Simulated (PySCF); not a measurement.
# Si2H5ClO (SMILES O[SiH]([SiH3])Cl): TPSS/cc-pVDZ

Aim: the energy change on altering one bond length of Si2H5ClO at TPSS/cc-pVDZ, from 2 runs. The job is set up through a Python script.

Program for the calculation: PySCF 2.14.0.

2 further runs of the same task are left out: 2 set aside as unsound or not needed.

## 1. The system as given

Si2H5ClO has 9 atoms, charge 0, and is taken as a singlet. As SMILES, `O[SiH]([SiH3])Cl`. The coordinates come from a PBE0-D4/def2-TZVP relaxation. This is one conformer, not always the lowest.

Bond lengths: O1–Si2 1.639 Å, Si2–Si3 2.335 Å, Si2–Cl4 2.068 Å, O1–H5 0.959 Å, Si2–H6 1.486 Å, Si3–H7 1.487 Å, Si3–H8 1.485 Å, Si3–H9 1.487 Å. Some angles: O1–Si2–Si3 107.4°, O1–Si2–Cl4 110.6°, Si3–Si2–Cl4 108.6°, O1–Si2–H6 111.0°, Si3–Si2–H6 114.5°, Cl4–Si2–H6 104.7°, Si2–O1–H5 118.4°, Si2–Si3–H7 110.4°, Si2–Si3–H8 109.5°, Si2–Si3–H9 108.6°.

## 2. The energy at TPSS/cc-pVDZ

File job.py:

```python
from pyscf import gto, dft

mol = gto.M(
    atom='''
O    0.516900   0.942100  -1.606400
Si  -0.265600   0.799800  -0.173200
Si   0.351900  -1.250200   0.759300
Cl  -2.313400   0.805800  -0.459000
H    0.374000   1.735000  -2.126800
H   -0.002900   1.975800   0.697100
H    1.819900  -1.291800   0.992500
H   -0.039700  -2.350400  -0.158700
H   -0.352700  -1.412300   2.058200
''',
    verbose=3,
    charge=0,
    spin=0,
    basis='cc-pvdz',
    max_memory=1860,
)

mf = dft.RKS(mol, xc='tpss')
mf.grids.level = 5
mf.conv_tol = 1e-10
mf.kernel()
if not mf.converged:
    mf = mf.newton().run(mf.mo_coeff, mf.mo_occ)

e_final = mf.e_tot
print('E = %.10f Eh' % e_final)
```

Command:

```sh
$ OMP_NUM_THREADS=1 python job.py
```

What it wrote:

```text
converged SCF energy = -1117.57688049463
E = -1117.5768804946 Eh
```

Wall time 25 s (1 thread of Intel Xeon 6975P-C (Granite Rapids), shared host); peak memory 0.49 GiB.

## 3. The distorted shape, same level

File input.py:

```python
from pyscf import gto, dft

system = gto.M(
    atom='''
O      1.376218     1.872201    -3.771967
Si    -0.102493     1.603293    -1.063612
Si     1.064413    -2.270646     0.698558
Cl    -3.972274     1.614631    -1.603695
H      1.106176     3.370565    -4.755381
H      0.393938     3.825611     0.581017
H      3.838531    -2.349258     1.139242
H      0.324396    -4.349722    -1.036211
H     -0.666506    -2.668860     3.889434
''',
    spin=0,
    unit='bohr',
    verbose=3,
    charge=0,
    max_memory=1860,
    basis='cc-pvdz',
)

mf = dft.RKS(system)
mf.xc = 'tpss'
mf.conv_tol = 1e-10
mf.grids.level = 5
mf.kernel()
if not mf.converged:
    mf = mf.newton().run(mf.mo_coeff, mf.mo_occ)

energy = mf.e_tot
print('E = %.10f Eh' % energy)
```

Command:

```sh
$ OMP_NUM_THREADS=1 python input.py
```

What it wrote:

```text
converged SCF energy = -1117.54215084515
E = -1117.5421508451 Eh
```

Run time: 27 s. Hardware: 1 thread of Intel Xeon 6975P-C (Granite Rapids), shared host; peak memory 0.49 GiB.

## 4. Summary of results

Level: TPSS/cc-pVDZ.

| quantity | value |
| --- | --- |
| first shape: total energy | -1117.57688 Eh |
| first shape: dipole moment | 1.45 D |
| first shape: HOMO energy | -6.98 eV |
| first shape: LUMO energy | -0.64 eV |
| first shape: HOMO–LUMO gap | 6.34 eV |
| distorted shape: total energy | -1117.54215 Eh |
| distorted shape: dipole moment | 1.90 D |
| distorted shape: HOMO energy | -7.06 eV |
| distorted shape: LUMO energy | -1.48 eV |
| distorted shape: HOMO–LUMO gap | 5.58 eV |
| energy change with the Si3–H9 bond stretched from 1.487 to 1.933 Å | 0.945 eV |

**Reading.** With the Si3–H9 bond stretched from 1.487 to 1.933 Å the energy rises by 0.95 eV (21.8 kcal/mol). The first shape isn't relaxed at this level, so the change isn't measured from a minimum. Mulliken charges (distorted shape) run from -0.31 on O1 to +0.46 on Si2.
